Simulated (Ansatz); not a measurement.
This script makes vertical spin-state energies of C₃H₈Sn, SMILES C=[C](C)[SnH3] with the Python package of Ansatz (0.2.0).

Script `run_spin.py`:
```python
# -*- coding: utf-8 -*-
"""Vertical spin-state energies of C3H8Sn."""

from dataclasses import dataclass

import ansatz as az


@dataclass
class RunConfig:
    basis_set: str = "def2-SVP"
    xc: str = "PBE0"


opts = RunConfig()

geometry_ang = [
    ("C", [-0.8776, 1.3349, 0.0116]),
    ("C", [-0.2055, 0.2693, 0.1869]),
    ("C", [0.0492, -0.26, 1.5466]),
    ("Sn", [0.6478, -0.7585, -1.4964]),
    ("H", [-1.1147, 1.7376, -1.0217]),
    ("H", [-1.3355, 1.9489, 0.8381]),
    ("H", [-0.298, -1.2884, 1.6483]),
    ("H", [1.218, -0.277, 1.7143]),
    ("H", [-0.3717, 0.3853, 2.3954]),
    ("H", [1.6346, 0.2957, -2.3705]),
    ("H", [-0.7605, -1.2839, -2.4942]),
    ("H", [1.491, -2.159, -0.9244]),
]
geometry = az.Crystal.molecule()
for symbol, xyz in geometry_ang:
    geometry = geometry.atom(symbol, xyz)

job = geometry.calculation()
job = job.basis(gaussian=opts.basis_set)
job = job.functional(opts.xc)
found = {}
for unpaired in [0, 2]:
    r = job.spin("collinear", total=unpaired).run(threads=1).report
    s = unpaired / 2
    found[unpaired] = r["free_energy_ev"]
    print(f"2S+1 = {unpaired + 1}: E = {found[unpaired]:.5f} eV, <S^2> = {abs(r['mean_field']['state']['spin_squared']):.3f} (pure state {s * (s + 1):.2f})")
lowest = min(found, key=found.get)
for unpaired, e in found.items():
    print(f"multiplicity {unpaired + 1}: {23.060548 * (e - found[lowest]):.1f} kcal/mol above the lowest")
```

Which spin state is lowest at this geometry, and how far above lie the others?

In order: multiplicity 1 (+0.00 eV) and multiplicity 3 (+4.75 eV), all at the one geometry.

The output:

Running `python run_spin.py` prints:
```text
2S+1 = 1: E = -9064.65168 eV, <S^2> = 0.000 (pure state 0.00)
2S+1 = 3: E = -9059.90408 eV, <S^2> = 2.009 (pure state 2.00)
multiplicity 1: 0.0 kcal/mol above the lowest
multiplicity 3: 109.5 kcal/mol above the lowest
```

Caveats:
- The settings weren't tested for convergence.
- The geometry is a force-field or estimated start, not a minimum of this method, and the basis set is short of its limit. All parts are taken at fixed geometry, without zero-point energy.
- def2 sets replace the cores of elements past krypton by effective core potentials.
- Spin-orbit coupling, which mixes and shifts the spin states of heavy atoms, is left out.
- Timing: 14 s on 1 thread of Arm Neoverse V2, on a shared host, peak memory 0.38 GiB.

(A comment or docstring line of the script was reworded after the run, the code is as it ran; lines on the test bed's own set-up are left out of the output.)
